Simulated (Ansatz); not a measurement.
# CH6AsSi: the cost of one run

Program: Ansatz 0.2.0. Level of theory: RKS PBE-D4/def2-SVP. These are calculated values, not measurements.

## 1. Where the work starts

SMILES `C[AsH][SiH2+]`, 9 atoms, charge 1, spin multiplicity 1.

Atoms are counted from 1 here; the program's logs count them from 0.

Bond lengths: C1–As2 1.965 Å, C1–H4 1.105 Å, C1–H5 1.105 Å, C1–H6 1.107 Å, As2–Si3 2.260 Å, As2–H7 1.527 Å, Si3–H8 1.498 Å, Si3–H9 1.497 Å. Angles: As2–C1–H4 108.7°, As2–C1–H5 110.3°, As2–C1–H6 106.1°, H4–C1–H5 111.5°, H4–C1–H6 109.6°, H5–C1–H6 110.4°, C1–As2–Si3 111.2°, C1–As2–H7 106.6°, Si3–As2–H7 100.2°, As2–Si3–H8 117.6°, As2–Si3–H9 120.0°, H8–Si3–H9 117.1°.

As a file:

```xyz
9
CH6AsSi
C    -0.5759    1.0467   -1.0629
As    0.9399    0.1950   -0.1484
Si    0.2350   -1.1548    1.5220
H    -1.2106    1.5462   -0.3081
H    -1.1466    0.2965   -1.6396
H    -0.1384    1.8042   -1.7412
H     1.5042   -0.8434   -1.1154
H     1.1666   -2.2327    1.9836
H    -0.7741   -0.6577    2.5100
```

This geometry comes from a loose relaxation at PBE in a small basis, which is not shown.

## 3. Setting up the map

First coordinate, dihedral C1–As2–Si3–H8: 15 values from −180 to 156 °, periodic. Second coordinate, dihedral H4–C1–As2–Si3: 15 values from −37.0 to 143.0 °.

Nothing else is relaxed (all other coordinates rigid). Energies count from the relaxed molecule at the same level. Points are written as (first, second).

(The set-up runs are not shown.)

## 4. Point (−180°, 27.3°)

input.yaml

```yaml
crystal:
  periodic: [false, false, false]
  atoms:
    - { symbol: C, position_ang: [-0.575265, 1.044901, -1.059494] }
    - { symbol: As, position_ang: [0.948639, 0.194643, -0.15345] }
    - { symbol: Si, position_ang: [0.418331, -0.345853, 1.977253] }
    - { symbol: H, position_ang: [-1.204855, 1.543871, -0.299552] }
    - { symbol: H, position_ang: [-1.150608, 0.292886, -1.628953] }
    - { symbol: H, position_ang: [-0.146484, 1.804298, -1.741067] }
    - { symbol: H, position_ang: [1.097869, -1.19636, -0.763105] }
    - { symbol: H, position_ang: [1.462528, -1.004988, 2.82189] }
    - { symbol: H, position_ang: [-0.650339, 0.418646, 2.693546] }
total_charge: 1
basis:
  gaussian: { orbitals: def2-SVP }
hamiltonian:
  xc: pbe
  dispersion: d4
output:
  forces: true
```

Started as:

```console
$ ansatz run input.yaml --threads 1 --pin off --max-ram 2560MiB --backend cpu --events-out ev --progress --plain --runs-dir out
```

Q: Estimate wall time and peak memory on 1 thread of Arm Neoverse V1, shared host.

About 2.9 s, with a peak of 0.12 GiB.
